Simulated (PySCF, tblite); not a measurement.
# C₁₃H₁₄Si₁₃: electronic excitations, NMR shifts, part 2 of 2

tblite 0.8.0 and PySCF 2.14.0. Atoms count from 0. The steps go on from the part before.

## (5) NMR shifts: GIAO KT3/pcSseg-1

What the job is given:

```
{"job": {"kind": "nmr", "xc": "KT3", "basis": "pcSseg-1", "pop": false}, "charge": 0, "multiplicity": 1}
C     -0.068922     1.163457    -0.000768
Si    -1.649669     2.014245    -0.001840
C     -3.281550     1.172732    -0.001335
Si    -3.242648    -0.684836    -0.000714
C     -1.662655    -1.583260     0.000022
Si    -0.040357    -0.686057    -0.000584
C      4.628472     3.942044    -0.000517
Si     3.068426     4.822190     0.000010
C      1.509509     3.920864     0.000618
Si     1.555667     2.112267    -0.000226
C      3.125193     1.181225    -0.000372
Si     4.728857     2.123633     0.000161
C      6.274647     1.162162     0.001148
Si     3.176878    -0.649344    -0.000286
C      4.743590    -1.555907     0.000220
Si     6.288135    -0.630729     0.000988
C      1.555391    -1.583523    -0.000675
Si    -1.651557    -3.439627     0.000962
C     -0.055812    -4.298441     0.001731
Si     1.503266    -3.399636     0.000060
Si    -4.859161     2.066854    -0.001530
C     -6.445065     1.208392    -0.001053
Si    -6.438033    -0.593190    -0.000290
C     -4.892946    -1.543867    -0.000243
Si    -4.829052    -3.375879     0.000565
C     -3.286123    -4.267390     0.001426
H     -1.773580     3.483263    -0.002947
H      5.558199     4.495526    -0.000732
H      3.036913     6.297989    -0.000239
H      0.567252     4.450293     0.001222
H      7.209246     1.707735     0.001535
H      4.751149    -2.636625     0.000379
H      7.563751    -1.372443     0.001310
H     -0.054869    -5.380397     0.002737
H      2.743995    -4.188104    -0.000782
H     -4.850170     3.539576    -0.001906
H     -7.375346     1.759880    -0.001218
H     -7.719934    -1.318034    -0.000043
H     -6.133206    -4.062558     0.000417
H     -3.288079    -5.349361     0.001878
```

Method: GIAO KT3/pcSseg-1 NMR shielding, non-relativistic, gas phase.

The log of the run:

```text
start: PBE on a coarse grid of 41858 points
cycle   1  E = -4263.2105427109  dE =  3.548e+00  |g| = 1.919e+00  |ddm| = 7.526e+00
cycle   2  E = -4258.9886791057  dE =  4.222e+00  |g| = 3.755e+00  |ddm| = 6.099e+00
cycle   3  E = -4264.0207803596  dE = -5.032e+00  |g| = 6.885e-01  |ddm| = 5.323e+00
cycle   4  E = -4264.1699791421  dE = -1.492e-01  |g| = 4.363e-01  |ddm| = 1.428e+00
cycle   5  E = -4264.2151214137  dE = -4.514e-02  |g| = 2.292e-01  |ddm| = 6.377e-01
cycle   6  E = -4264.2315680381  dE = -1.645e-02  |g| = 5.864e-02  |ddm| = 3.269e-01
cycle   7  E = -4264.2322823585  dE = -7.143e-04  |g| = 3.583e-02  |ddm| = 9.112e-02
cycle   8  E = -4264.2326467015  dE = -3.643e-04  |g| = 9.412e-03  |ddm| = 4.493e-02
final grid: 343061 points
cycle   9  E = -4305.4594990106  dE = -9.673e-02  |g| = 4.362e-01  |ddm| = 7.807e-01
cycle  10  E = -4305.4630985288  dE = -3.600e-03  |g| = 2.326e-01  |ddm| = 3.616e-01
cycle  11  E = -4305.4564187663  dE =  6.680e-03  |g| = 1.877e-01  |ddm| = 4.002e-01
cycle  12  E = -4305.4696006536  dE = -1.318e-02  |g| = 2.091e-02  |ddm| = 2.619e-01
cycle  13  E = -4305.4697493408  dE = -1.487e-04  |g| = 6.792e-03  |ddm| = 3.085e-02
cycle  14  E = -4305.4697602728  dE = -1.093e-05  |g| = 2.714e-03  |ddm| = 1.091e-02
cycle  15  E = -4305.4697621554  dE = -1.883e-06  |g| = 1.136e-03  |ddm| = 4.213e-03
cycle  16  E = -4305.4697609684  dE =  1.187e-06  |g| = 4.758e-04  |ddm| = 1.809e-03
cycle  17  E = -4305.4697662670  dE = -5.299e-06  |g| = 1.543e-04  |ddm| = 6.639e-04
cycle  18  E = -4305.4697608206  dE =  5.446e-06  |g| = 6.167e-05  |ddm| = 2.132e-04
converged SCF energy = -4305.4697608206

GIAO shielding tensors (ppm)
atom      isotropic    diamagn.    paramagn.     s11        s22        s33       span
  0 C       91.507     289.466    -197.959     29.896     78.194    166.429    136.533
  1 Si     259.847     895.369    -635.523    106.938    314.899    357.703    250.765
  2 C       87.426     284.152    -196.726     33.683     50.131    178.465    144.782
  3 Si     262.517     898.101    -635.584    191.880    241.496    354.176    162.296
  4 C       97.290     290.031    -192.741     63.313     65.084    163.475    100.162
  5 Si     262.716     900.450    -637.734    198.730    238.531    350.886    152.157
  6 C      105.688     264.216    -158.528     19.982    122.512    174.570    154.588
  7 Si     265.187     887.121    -621.934     97.645    336.149    361.766    264.121
  8 C      111.350     270.339    -158.989     27.503    127.360    179.187    151.684
  9 Si     265.263     896.579    -631.317    152.451    300.219    343.118    190.668
 10 C      100.445     286.040    -185.595     61.046     73.891    166.399    105.352
 11 Si     256.334     889.899    -633.565    191.739    233.563    343.699    151.960
 12 C      107.502     263.679    -156.178     23.416    124.791    174.297    150.881
 13 Si     263.391     895.538    -632.147    160.355    286.929    342.889    182.534
 14 C      111.345     268.877    -157.532     28.261    125.302    180.474    152.213
 15 Si     263.843     885.885    -622.041     96.034    334.499    360.997    264.963
 16 C      102.749     286.211    -183.461     52.312     87.062    168.874    116.562
 17 Si     253.643     893.378    -639.735    185.534    230.049    345.345    159.811
 18 C      103.726     269.724    -165.998     17.959    119.484    173.735    155.776
 19 Si     257.060     891.430    -634.371     95.080    312.166    363.932    268.852
 20 Si     255.797     889.627    -633.830    101.434    308.918    357.039    255.605
 21 C       91.772     268.501    -176.729    -16.642    107.099    184.858    201.500
 22 Si     257.025     885.405    -628.381     99.862    314.582    356.630    256.767
 23 C       92.122     278.539    -186.416     38.606     57.611    180.149    141.543
 24 Si     264.306     885.432    -621.126    103.483    332.270    357.167    253.684
 25 C       97.934     266.125    -168.191      7.271    112.456    174.075    166.804
 26 H       24.329      37.407     -13.078     17.668     26.212     29.107     11.439
 27 H       26.645      23.398       3.246     23.460     27.779     28.694      5.234
 28 H       24.875      27.288      -2.413     20.714     23.157     30.753     10.039
 29 H       26.451      38.229     -11.779     21.938     27.845     29.569      7.631
 30 H       26.756      22.854       3.902     23.565     27.792     28.909      5.344
 31 H       26.527      35.054      -8.527     22.178     27.993     29.409      7.231
 32 H       24.867      25.575      -0.707     20.803     23.045     30.754      9.950
 33 H       26.324      29.302      -2.978     22.606     27.755     28.611      6.005
 34 H       24.453      32.811      -8.358     18.556     25.242     29.560     11.004
 35 H       24.571      30.543      -5.972     19.672     24.227     29.813     10.141
 36 H       25.377      24.603       0.774     23.301     26.046     26.784      3.483
 37 H       24.607      25.007      -0.400     19.911     23.711     30.199     10.289
 38 H       24.673      25.721      -1.049     19.818     23.798     30.402     10.584
 39 H       26.040      26.424      -0.384     22.633     27.447     28.039      5.407
```

Wall time 14 s (4 threads of Intel Xeon 6975P-C, shared host); peak memory 1.7 GiB.

Shifts follow as δ = σ(reference) − σ, with reference shieldings (ppm) from runs at the same level and on the same kind of geometry: $^{1}$H TMS 31.76, $^{13}$C TMS 184.7, $^{29}$Si TMS 361.7. The references are single molecules in the gas phase.

```tsv
atoms	environment	σ (ppm)	δ (ppm)
C2	carbon bonded to 3 Si	87.4	97.3
C0	carbon bonded to 3 Si	91.5	93.2
C21	carbon bonded to 2 Si, H	91.8	93.0
C23	carbon bonded to 3 Si	92.1	92.6
C4	carbon bonded to 3 Si	97.3	87.4
C25	carbon bonded to 2 Si, H	97.9	86.8
C10	carbon bonded to 3 Si	100.4	84.3
C16	carbon bonded to 3 Si	102.7	82.0
C18	carbon bonded to 2 Si, H	103.7	81.0
C6	carbon bonded to 2 Si, H	105.7	79.0
C12	carbon bonded to 2 Si, H	107.5	77.2
C14	carbon bonded to 2 Si, H	111.3	73.4
C8	carbon bonded to 2 Si, H	111.3	73.4
H26	hydrogen on a silicon bonded to 2 C	24.33	7.43
H34	hydrogen on a silicon bonded to 2 C	24.45	7.31
H35	hydrogen on a silicon bonded to 2 C	24.57	7.19
H37	hydrogen on a silicon bonded to 2 C	24.61	7.15
H38	hydrogen on a silicon bonded to 2 C	24.67	7.09
H32	hydrogen on a silicon bonded to 2 C	24.87	6.89
H28	hydrogen on a silicon bonded to 2 C	24.87	6.89
H36	hydrogen on a carbon bonded to 2 Si	25.38	6.38
H39	hydrogen on a carbon bonded to 2 Si	26.04	5.72
H33	hydrogen on a carbon bonded to 2 Si	26.32	5.44
H29	hydrogen on a carbon bonded to 2 Si	26.45	5.31
H31	hydrogen on a carbon bonded to 2 Si	26.53	5.23
H27	hydrogen on a carbon bonded to 2 Si	26.64	5.12
H30	hydrogen on a carbon bonded to 2 Si	26.76	5.00
Si17	silicon bonded to 3 C	253.6	108.0
Si20	silicon bonded to 2 C, H	255.8	105.9
Si11	silicon bonded to 3 C	256.3	105.3
Si22	silicon bonded to 2 C, H	257.0	104.6
Si19	silicon bonded to 2 C, H	257.1	104.6
Si1	silicon bonded to 2 C, H	259.8	101.8
Si3	silicon bonded to 3 C	262.5	99.2
Si5	silicon bonded to 3 C	262.7	99.0
Si13	silicon bonded to 3 C	263.4	98.3
Si15	silicon bonded to 2 C, H	263.8	97.8
Si24	silicon bonded to 2 C, H	264.3	97.4
Si7	silicon bonded to 2 C, H	265.2	96.5
Si9	silicon bonded to 3 C	265.3	96.4
```

Ring of atoms C0, Si1, C2, Si3, C4, Si5: NICS(0) -4.0, NICS(1) -3.1, NICS(1)zz 1.6 ppm (means of both faces).

Ring of atoms C0, Si5, Si9, C10, Si13, C16: NICS(0) -0.9, NICS(1) -0.1, NICS(1)zz 10.5 ppm (means of both faces).

Ring of atoms C2, Si3, Si20, C21, Si22, C23: NICS(0) -5.4, NICS(1) -4.7, NICS(1)zz -4.4 ppm (means of both faces).

## (6) Summary of results

This closing draws on all 2 parts.

```
                                   quantity                                                                                   value
  strongest single infrared mode (GFN2-xTB)                                                                  1123 cm⁻¹, 1525 km/mol
               zero-point energy (GFN2-xTB)                                                                          128.4 kcal/mol
          lowest singlet (wB97X-D/def2-SVP)                                                             3.07 eV (404 nm), f = 0.204
   brightest single state of those computed                                                             state 4, 3.67 eV, f = 0.205
                             lowest triplet                                                                                 2.61 eV
      surface potential, 1st and 99th percentile                                                                      -1.38 V and 1.72 V
 $^{13}$C shifts against TMS (KT3/pcSseg-1)        97.3, 93.2, 93.0, 92.6, 87.4, 86.8, 84.3, 82.0, 81.0, 79.0, 77.2, 73.4, 73.4 ppm
  $^{1}$H shifts against TMS (KT3/pcSseg-1)  7.43, 7.31, 7.19, 7.15, 7.09, 6.89, 6.89, 6.38, 5.72, 5.44, 5.31, 5.23, 5.12, 5.00 ppm
$^{29}$Si shifts against TMS (KT3/pcSseg-1)  108.0, 105.9, 105.3, 104.6, 104.6, 101.8, 99.2, 99.0, 98.3, 97.8, 97.4, 96.5, 96.4 ppm
```

In words: The lowest mode is slightly imaginary (4i cm⁻¹), a soft motion within the noise of the Hessian, so the minimum is not strictly shown. The strongest single mode, at 1123 cm⁻¹, is spread over many atoms; the largest shares are those of C23, C2. Unscaled tight-binding wavenumbers are off by several per cent, some by more. Its intensities can rank the bands wrongly. The first singlet state (HOMO→LUMO 0.51, HOMO→LUMO+2 0.09) lies at 3.07 eV and is bright; of the 6 states computed, the strongest absorption comes from state 4 at 3.67 eV. State 1 absorbs in the visible (404 nm). The lowest triplet lies 0.46 eV below the lowest singlet (triplets in Tamm-Dancoff, singlets in full TDDFT). By nearest atom (wB97X-D/def2-SVP), the HOMO sits on C6, C12 about 21 % each; C14 13 % and the LUMO on Si20, Si22 about 22 % each; Si1 12 %.
